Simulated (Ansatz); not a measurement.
# AlHCl₂ + HF: a complex and its separated parts

The complex below is one end of an elementary step. How strongly is it bound against its free parts?

Program: Ansatz 0.2.0, Gaussian basis. Level of theory: PBE0-D4/def2-TZVP structures, single points in def2-TZVPP, no counterpoise correction. These are calculated values, not measurements.

Levels: SPW92, PBE-D4, BLYP-D4, r2SCAN-D4, B97M-V, PBE0-D4, B3LYP-D4, r2SCAN0-D4, BHLYP-D4, CAM-B3LYP-D4, wB97X-V, wB97M-V, B2PLYP, PBE-QIDH, RPA on PBE, Hartree-Fock, MP2, CCSD, CCSD(T).

Correlated methods freeze the cores. B3LYP uses VWN-RPA correlation. B2PLYP carries no dispersion term here.

21 further runs of the same task are left out: 21 set aside as unsound or not needed.

## Step 1: The starting structure

The complex: 6 atoms, charge 0, spin multiplicity 1.

Atoms are counted from 1 here; the program's logs count them from 0.

Bond lengths: Al1–F2 2.065 Å, Al1–Cl3 2.096 Å, Al1–Cl4 2.096 Å, Al1–H6 1.577 Å, F2–H5 0.932 Å. Angles: F2–Al1–Cl3 99.9°, F2–Al1–Cl4 99.9°, F2–Al1–H6 90.3°, Cl3–Al1–Cl4 117.7°, Cl3–Al1–H6 119.2°, Cl4–Al1–H6 119.2°, Al1–F2–H5 107.5°.

Geometry (Å):

| atom | x (Å) | y (Å) | z (Å) |
| --- | --- | --- | --- |
| Al1 | 0.5450 | -0.2873 | 0.0496 |
| F2 | -1.3720 | 0.4754 | -0.0330 |
| Cl3 | 0.3373 | -1.9222 | -1.2455 |
| Cl4 | 0.6862 | -0.6823 | 2.1032 |
| H5 | -1.3140 | 1.3459 | -0.3614 |
| H6 | 1.1175 | 1.0705 | -0.5128 |

Its parts: AlHCl₂ holds atoms 1, 3, 4, 6; HF holds atoms 2, 5. Each part counts its atoms afresh in its own runs.

## Step 2: Relaxing AlHCl₂ alone

The input, relax-a/in.yaml:

```yaml
crystal:
  periodic: [false, false, false]
  atoms:
    - {symbol: Al, position_ang: [0.545013, -0.287258, 0.049585]}
    - {symbol: Cl, position_ang: [0.337261, -1.922195, -1.245460]}
    - {symbol: Cl, position_ang: [0.686218, -0.682307, 2.103196]}
    - {symbol: H, position_ang: [1.117494, 1.070457, -0.512788]}
basis:
  gaussian: {orbitals: def2-TZVP}
hamiltonian: {xc: pbe0, dispersion: d4}
relax: {f_tol: 0.005, max_steps: 200}
```

The command line of these runs was not kept.

The runs that follow: Relaxing HF alone; wB97M-V/def2-TZVPP; CCSD(T)/def2-TZVPP; Vibrations of AlHCl₂; Vibrations of HF.

What does the calculation give? Wanted: complex less parts, CCSD(T)/def2-TZVPP; with zero-point energy; largest T1 diagnostic.

As calculated:

| quantity | value |
| --- | --- |
| complex less parts, CCSD(T)/def2-TZVPP | -0.458 eV |
| with zero-point energy | -0.387 eV |
| largest T1 diagnostic | 0.008 |

**Reading.** At CCSD(T) the complex lies 0.458 eV below its parts. The functionals run from B3LYP-D4, off by +0.012 eV, to SPW92, off by -0.223 eV, against CCSD(T). Mean unsigned error by rung: LDA 0.223, GGA 0.030, meta-GGA 0.074, hybrid 0.037, range-separated hybrid 0.053, double hybrid 0.027 eV. PBE-D4 gives a relative energy 0.014 eV too low, inside chemical accuracy (1 kcal/mol, 0.043 eV). No counterpoise was applied, and triple zeta lacks some correlation, so the CCSD(T) reference has a basis error of its own, and close matches with it are partly luck.
